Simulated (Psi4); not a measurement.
# revPBE/def2-TZVPP (core potential) run of InF (SMILES [F][In])

What is the energy change on altering one bond length of InF at revPBE/def2-TZVPP (core potential)? Input form: a Python script.

The calculation is run with Psi4 1.11.

## Step 1: The system as given

The species is InF (2 atoms), meant as a singlet with charge 0. As SMILES, `[F][In]`. The shape is that of a PBE0-D4/def2-TZVP optimisation.

Bond lengths: F1–In2 1.994 Å.

## Step 2: Energy and gradient at revPBE/def2-TZVPP (core potential)

calc.py reads:

```python
import psi4

psi4.set_memory('1600 MB')
psi4.set_num_threads(1)
psi4.set_output_file('fin.out', False)

mol = psi4.geometry("""
0 1
F      0.000000     0.000000     0.015910
In     0.000000     0.000000     2.009580
symmetry c1
""")

options = {'basis': 'def2-TZVPP', 'puream': True, 'e_convergence': 1e-09, 'd_convergence': 1e-08, 'scf_type': 'pk', 'dft_radial_points': 99, 'dft_spherical_points': 590}
psi4.set_options(options)

e_tot, wfn = psi4.gradient('revpbe', return_wfn=True)
psi4.oeprop(wfn, 'LOWDIN_CHARGES', 'DIPOLE', 'MULLIKEN_CHARGES', title='REVPBE')
print('gradient / Eh bohr^-1')
print(e_tot.np.round(6))
print(f'energy = {wfn.energy():.10f} Eh')
for k, v in sorted(psi4.core.scalar_variables().items()):
    print(f'{k:45s} {v:18.10f}')
```

Started as:

```sh
python calc.py
```

fin.out:

```text
[...]
    !!!  WARNING: ECP capability is in beta. Please check occupations closely.  !!!
[...]
  Running in c1 symmetry.
[...]
  Nuclear repulsion =   50.166021867525714
[...]
  Multiplicity = 1
[...]
  Nalpha       = 15
  Nbeta        = 15
[...]
    Number of basis functions: 81
[...]
   @RKS iter   1:  -289.87796428531288   -8.28989e-01   9.91913e-03 DIIS/ADIIS
[...]
   @RKS iter  12:  -290.10837471096482   -6.76437e-12   1.85694e-09 DIIS
[...]
    Orbital Energies [Eh]
    ---------------------
    Doubly Occupied:
       1A    -24.171311     2A     -4.474097     3A     -2.917449
       4A     -2.917449     5A     -2.907883     6A     -0.971171
       7A     -0.682872     8A     -0.682872     9A     -0.675310
      10A     -0.675310    11A     -0.670089    12A     -0.344945
      13A     -0.276418    14A     -0.276418    15A     -0.233473
[...]
  @RKS Final Energy:  -290.10837471096482
   => Energetics <=
    Nuclear Repulsion Energy =             50.1660218675257141
    One-Electron Energy =                -575.5336161221048314
    Two-Electron Energy =                 262.4795929406079722
    DFT Exchange-Correlation Energy =     -27.2203733969937147
    Empirical Dispersion Energy =           0.0000000000000000
    VV10 Nonlocal Energy =                  0.0000000000000000
    Total Energy =                       -290.1083747109648243
[...]
  -Total Gradient:
     Atom            X                  Y                   Z
    ------   -----------------  -----------------  -----------------
       1       -0.000000000027    -0.000000000028     0.011957339039
       2        0.000000000027     0.000000000028    -0.011947462987
[...]
 Multipole Moments:
 ------------------------------------------------------------------------------------
     Multipole            Electronic (a.u.)      Nuclear  (a.u.)        Total (a.u.)
 ------------------------------------------------------------------------------------
 L = 1.  Multiply by 2.5417464519 to convert [e a0] to [Debye]
 Dipole X            :          0.0000000            0.0000000            0.0000000
 Dipole Y            :         -0.0000000            0.0000000           -0.0000000
 Dipole Z            :         19.0454607          -17.8711737            1.1742870
 Magnitude           :                                                    1.1742870
[...]
  Mulliken Charges: (a.u.)
   Center  Symbol    Alpha    Beta     Spin     Total
       1     F     4.73974  4.73974  0.00000 -0.47948
       2    IN    10.26026 10.26026  0.00000  0.47948
   Total alpha = 15.00000, Total beta = 15.00000, Total charge = -0.00000
  Lowdin Charges: (a.u.)
   Center  Symbol    Alpha    Beta     Spin     Total
       1     F     4.64895  4.64895  0.00000 -0.29790
       2    IN    10.35105 10.35105  0.00000  0.29790
  Total alpha = 15.00000, Total beta = 15.00000, Total charge = -0.00000
```

Standard output:

```text
gradient / Eh bohr^-1
[[-0.       -0.        0.011957]
 [ 0.        0.       -0.011947]]
energy = -290.1083747110 Eh
CURRENT ENERGY                                   -290.1083747110
CURRENT REFERENCE ENERGY                         -290.1083747110
DD SOLVATION ENERGY                                 0.0000000000
DFT FUNCTIONAL TOTAL ENERGY                      -290.1083747110
DFT TOTAL ENERGY                                 -290.1083747110
DFT VV10 ENERGY                                     0.0000000000
DFT XC ENERGY                                     -27.2203733970
GRID ELECTRONS ALPHA                               15.0000006532
GRID ELECTRONS BETA                                15.0000006532
GRID ELECTRONS TOTAL                               30.0000013064
NUCLEAR REPULSION ENERGY                           50.1660218675
ONE-ELECTRON ENERGY                              -575.5336161221
PCM POLARIZATION ENERGY                             0.0000000000
PE ENERGY                                           0.0000000000
SCF ITERATION ENERGY                             -290.1083747110
SCF ITERATIONS                                     12.0000000000
SCF TOTAL ENERGY                                 -290.1083747110
TWO-ELECTRON ENERGY                               262.4795929406
XC GRID RADIAL POINTS                              99.0000000000
XC GRID SPHERICAL POINTS                          590.0000000000
XC GRID TOTAL POINTS                           111878.0000000000
```

Wall time 15 s (1 thread of Intel Xeon Platinum 8259CL at 2.50GHz (Skylake/Cascade Lake), shared host); peak memory 0.52 GiB.

## Step 3: The distorted shape, same level

job.py reads:

```python
import psi4

psi4.set_memory('1600 MB')
psi4.set_num_threads(1)
psi4.core.set_output_file('run.log', False)

molecule = psi4.geometry("""
F      0.00000000     0.00000000    -1.10023634
In     0.00000000     0.00000000     3.79755583
units bohr
symmetry c1
""")

options = {'basis': 'def2-TZVPP', 'reference': 'rks', 'puream': True, 'e_convergence': 1e-09, 'd_convergence': 1e-08, 'scf_type': 'pk', 'dft_radial_points': 99, 'dft_spherical_points': 590}
psi4.set_options(options)

e_tot, wfn = psi4.gradient("revpbe", return_wfn=True)
psi4.oeprop(wfn, "DIPOLE", "LOWDIN_CHARGES", "MAYER_INDICES")
print('gradient / Eh bohr^-1')
print(e_tot.np.round(6))
print(f'energy = {wfn.energy():.10f} Eh')
```

Started as:

```sh
python job.py
```

run.log:

```text
[...]
    !!!  WARNING: ECP capability is in beta. Please check occupations closely.  !!!
[...]
  Running in c1 symmetry.
[...]
  Nuclear repulsion =   38.588815825560033
[...]
  Multiplicity = 1
[...]
  Nalpha       = 15
  Nbeta        = 15
[...]
    Number of basis functions: 81
[...]
   @RKS iter   1:  -289.82401169505647   -8.62200e-01   1.00959e-02 DIIS/ADIIS
[...]
   @RKS iter  14:  -290.07129941041268   -2.84217e-13   1.43094e-09 DIIS
[...]
    Orbital Energies [Eh]
    ---------------------
    Doubly Occupied:
       1A    -24.109698     2A     -4.513235     3A     -2.955193
       4A     -2.955193     5A     -2.948979     6A     -0.884492
       7A     -0.719031     8A     -0.719031     9A     -0.712932
      10A     -0.712932    11A     -0.710301    12A     -0.329612
      13A     -0.216022    14A     -0.203054    15A     -0.203054
[...]
  @RKS Final Energy:  -290.07129941041268
   => Energetics <=
    Nuclear Repulsion Energy =             38.5888158255600331
    One-Electron Energy =                -552.3116257252141850
    Two-Electron Energy =                 250.8060033678214040
    DFT Exchange-Correlation Energy =     -27.1544928785798803
    Empirical Dispersion Energy =           0.0000000000000000
    VV10 Nonlocal Energy =                  0.0000000000000000
    Total Energy =                       -290.0712994104126778
[...]
  -Total Gradient:
     Atom            X                  Y                   Z
    ------   -----------------  -----------------  -----------------
       1        0.000000000000    -0.000000000006    -0.046454820759
       2        0.000000000000     0.000000000006     0.046469589832
[...]
 Multipole Moments:
 ------------------------------------------------------------------------------------
     Multipole            Electronic (a.u.)      Nuclear  (a.u.)        Total (a.u.)
 ------------------------------------------------------------------------------------
 L = 1.  Multiply by 2.5417464519 to convert [e a0] to [Debye]
 Dipole X            :         -0.0000000            0.0000000           -0.0000000
 Dipole Y            :          0.0000000            0.0000000            0.0000000
 Dipole Z            :         25.7440176          -23.2327857            2.5112319
 Magnitude           :                                                    2.5112319
[...]
```

On the terminal:

```text
gradient / Eh bohr^-1
[[ 0.       -0.       -0.046455]
 [ 0.        0.        0.04647 ]]
energy = -290.0712994104 Eh
```

Run time: 13 s. Hardware: 1 thread of Intel Xeon Platinum 8259CL at 2.50GHz (Skylake/Cascade Lake), shared host; peak memory 0.51 GiB.

## Step 4: What came out

Level: revPBE/def2-TZVPP (core potential).

```
                                                          quantity          value
                                         first shape: total energy  -290.10837 Eh
                                        first shape: dipole moment         2.98 D
                                          first shape: HOMO energy       -6.35 eV
                                          first shape: LUMO energy       -2.11 eV
                                        first shape: HOMO–LUMO gap        4.24 eV
                             first shape: largest force on an atom     0.615 eV/Å
                                     distorted shape: total energy  -290.07130 Eh
                                    distorted shape: dipole moment         6.38 D
                                      distorted shape: HOMO energy       -5.53 eV
                                      distorted shape: LUMO energy       -2.85 eV
                                    distorted shape: HOMO–LUMO gap        2.67 eV
                         distorted shape: largest force on an atom     2.390 eV/Å
energy change with the F1–In2 bond stretched from 1.994 to 2.592 Å       1.009 eV
```

With the F1–In2 bond stretched from 1.994 to 2.592 Å the energy rises by 1.01 eV (97 kJ/mol). The first shape isn't relaxed at this level, so the change isn't measured from a minimum. The largest force (first shape) is 0.61 eV/Å: the shape isn't a stationary point for this species at this level.
